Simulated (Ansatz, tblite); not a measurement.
LiCl: GFN1-xTB, run from Python

These are simulated results from tblite 0.8.0, not measurements. The cell began as a measured structure and was relaxed with r2SCAN in plane waves (Ansatz 0.2.0). All runs are without spin polarisation.

The symmetry is Fm-3m (No. 225, cubic); conventional cell a = 5.112 Å, 16.70 Å³ an atom. Li is surrounded by 6 Cl at 2.56 Å; Cl is surrounded by 6 Li at 2.56 Å.

tblite solves periodic systems at the zone centre alone, so the script builds a cluster of 2×2×2 conventional cells (64 atoms), which folds in a coarse mesh of k points.

Input script:

```python
import json
from ase import Atoms
from ase.build import make_supercell
from ase.units import Bohr, GPa, Hartree
from tblite.interface import Calculator

atoms = Atoms(['Li', 'Cl'],
              cell=[[-0.0, 2.556025, 2.556025], [2.556025, 0.0, 2.556025], [2.556025, 2.556025, 0.0]],
              scaled_positions=[[-0.0, 0.0, 0.0], [0.5, 0.5, 0.5]],
              pbc=True)
cluster = make_supercell(atoms, [[-2, 2, 2], [2, -2, 2], [2, 2, -2]])
calc = Calculator('GFN1-xTB', cluster.numbers, cluster.positions / Bohr, lattice=cluster.cell[:] / Bohr, periodic=cluster.pbc)
calc.set('temperature', 0.02 / Hartree)
calc.set('max-iter', 150)
res = calc.singlepoint()
levels = res.get('orbital-energies') * Hartree
nv = round(res.get('orbital-occupations').sum() / 2)
cells = len(cluster) // len(atoms)
out = {'energy_per_cell': res.get('energy') * Hartree / cells, 'homo': levels[nv - 1], 'lumo': levels[nv],
       'stress': (-res.get('virial') * Hartree / cluster.get_volume() / GPa).tolist(), 'charges': res.get('charges')[:len(atoms)].tolist(), 'electrons': 2 * nv / cells}
json.dump(out, open('results.json', 'w'))
for key, value in out.items():
    print(key, value)
```

Command: `python run.py`. It took 4.4 s on 1 thread of Arm Neoverse V1 (shared host), peak memory 0.12 GiB.

Output:

```
------------------------------------------------------------
  cycle        total energy    energy error   density error
------------------------------------------------------------
      1     -152.0231376396  -1.5173297E+02   5.4745738E-01
      2     -152.0667833811  -4.3645741E-02   3.2547761E-01
      3     -152.0722012583  -5.4178772E-03   2.0271594E-02
      4     -152.0745139512  -2.3126929E-03   1.1747427E-03
      5     -152.0745231087  -9.1575352E-06   3.6853044E-05
      6     -152.0745231113  -2.5683562E-09   4.3732029E-06
------------------------------------------------------------

 total:                                   3.696 sec
energy_per_cell -129.3174547766366
homo -13.228026634720024
lumo -9.035047895095342
stress [[-3.4729360391762705, 3.580800467938404e-14, -4.412860949929586e-14], [3.578389573394131e-14, -3.4729360391763078, -9.539507878761667e-15], [-4.4209475062368727e-14, -9.528040668722125e-15, -3.4729360391762745]]
charges [0.4059010204746043, -0.405900119786722]
electrons 8.0
```

The cycle table is in hartree for the whole cluster, and the lines after it are in eV (the energy for one cell). The printed stress is in GPa and positive in compression, and the pressure is its mean diagonal.

GFN1-xTB gives a gap of 4.19 eV. On the same cell, plane-wave PBE (Ansatz, 8×8×8 k points and the special points) gives a gap of 6.38 eV and r2SCAN a gap of 7.29 eV; on shared hosts these took about 1 and 2.6 core-seconds on the 2-atom cell, against 4.4 for the script. Semilocal gaps usually lie below measured ones. xTB was fitted to molecules, so gaps, charges and pressures of solids can be far off, and the gap also depends on the size of the cluster.

The same script was run on cells scaled at fixed shape and fractional coordinates:

```tsv
volume (Å³/atom)	energy (meV/atom)	pressure (GPa, positive in compression)	gap (eV)
14.70	-15.0	1.63	4.71
15.70	-15.3	-1.33	4.43
16.70	0.0	-3.47	4.19
17.70	26.7	-4.99	3.98
18.70	61.6	-6.11	3.80
```

A Birch-Murnaghan fit puts the minimum at 15.20 Å³/atom, 9.0 % below the given cell, with a bulk modulus of 44.4 GPa at fixed shape.

xTB was fitted mostly to molecules, and a small cluster samples few k points, so gaps, pressures and kinks along a curve can be far from a solid's.
